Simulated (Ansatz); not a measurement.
# Hf2Cu: pressure against volume

An exercise on one series of results from a longer session: the logs are not shown, and one member is left open.

Method: DFT PBEsol, scalar-relativistic, in Ansatz 0.2.0.

### The starting structure

The structure is tetragonal, space group I4/mmm (No. 139). The conventional cell has a = 3.170 Å, b = 3.170 Å, c = 11.133 Å, α = 90.00°, β = 90.00°, γ = 90.00°. Around Hf (site symmetry 4mm) lie 4 Cu at 2.86 Å and 8 Hf at 3.01 to 3.17 Å. Cu (site symmetry 4/mmm) is surrounded by 8 Hf at 2.86 Å and 4 Cu at 3.17 Å.

Structure file:

```cif
data_structure
_symmetry_space_group_name_H-M 'P 1'
_symmetry_Int_Tables_number 1
_cell_length_a 6.0009
_cell_length_b 6.0009
_cell_length_c 6.0009
_cell_angle_alpha 149.375
_cell_angle_beta 149.375
_cell_angle_gamma 43.860
_cell_volume 55.92
loop_
_atom_site_label
_atom_site_type_symbol
_atom_site_fract_x
_atom_site_fract_y
_atom_site_fract_z
_atom_site_occupancy
Hf1 Hf 0.34000 0.34000 0.00000 1
Hf2 Hf 0.66000 0.66000 0.00000 1
Cu1 Cu 0.00000 0.00000 0.00000 1
```

Atoms are numbered in the order of the input: Hf1, Hf2, Cu3.

The first run:

File input.yaml:

```yaml
crystal:
  lattice:
    - [-1.5633318339, 1.5633318339, 5.4914157774]
    - [1.5633318339, -1.5633318339, 5.4914157774]
    - [1.5633318339, 1.5633318339, -5.4914157774]
  atoms:
    - { symbol: Hf, position: [0.34, 0.34, 0.0] }
    - { symbol: Hf, position: [0.66, 0.66, 0.0] }
    - { symbol: Cu, position: [0.0, 0.0, 0.0] }
kpoints:
  mp_grid: { grid: [16, 16, 16] }
  band_path:
    path:
      - [0.0, 0.0, 0.0]
      - [0.0, 0.0, 0.5]
      - [0.25, 0.25, 0.25]
      - [0.0, 0.5, 0.0]
      - [0.0, 0.0, 0.0]
      - [0.5, 0.5, -0.5]
      - [0.2702615981, 0.7297384019, -0.2702615981]
      - [-0.2702615981, 0.2702615981, 0.2702615981]
      - [0.0, 0.0, 0.0]
    npoints: 5
scf:
  occupations: { method: fermi_dirac, width: 0.03 }
hamiltonian:
  xc: pbesol
  pseudopotentials: { kind: all_electron, lapw: { basis_error: 0.001 } }
output:
  forces: true
  stress: true
  eigenvalues: true
```

Launch:

```bash
$ ansatz run input.yaml --threads 1 --pin off --max-ram 4096MiB --backend cpu --events-out ev --progress --plain --runs-dir out
```

Among the steps run: Volume × 0.96, LAPW; Volume × 0.96, PAW; Volume × 0.96, crystal datasets; Volume × 0.99, LAPW; Volume × 0.99, PAW; Volume × 0.99, crystal datasets; Volume × 1.02, LAPW; Volume × 1.02, PAW; Volume × 1.02, crystal datasets; Volume × 1.06, LAPW; Volume × 1.06, PAW; Volume × 1.06, crystal datasets.

One table of the session follows, with a row left open; its other results are not shown here.

It belongs to the step «The equation of state». 

| method | volume (Å³/atom) | pressure (GPa) | largest force (eV/Å) |
| --- | --- | --- | --- |
| LAPW | 17.895 | 2.15 | 0.864 |
| LAPW | 18.454 | -1.85 | 0.738 |
| LAPW | 19.013 | -5.30 | 0.617 |
| LAPW | 19.759 | -9.16 | 0.469 |
| PAW | 17.895 | 2.13 | 0.863 |
| PAW | 18.454 | ? | ? |
| PAW | 19.013 | -5.32 | 0.617 |
| PAW | 19.759 | -9.18 | 0.468 |
| crystal datasets | 17.895 | 2.15 | 0.864 |
| crystal datasets | 18.454 | -1.85 | 0.738 |
| crystal datasets | 19.013 | -5.30 | 0.617 |
| crystal datasets | 19.759 | -9.16 | 0.468 |

Estimate the missing values for PAW, 18.454.

The run gave: pressure (GPa): -1.87; largest force (eV/Å): 0.737. In the column «pressure (GPa)» it lies between crystal datasets, 19.013 (-5.30) and LAPW, 18.454 (-1.85).

To keep in mind: Shape and positions are held, so a fully relaxed modulus can be lower. Warnings in the runs' records: gradients without spin orbit, crystal datasets made.
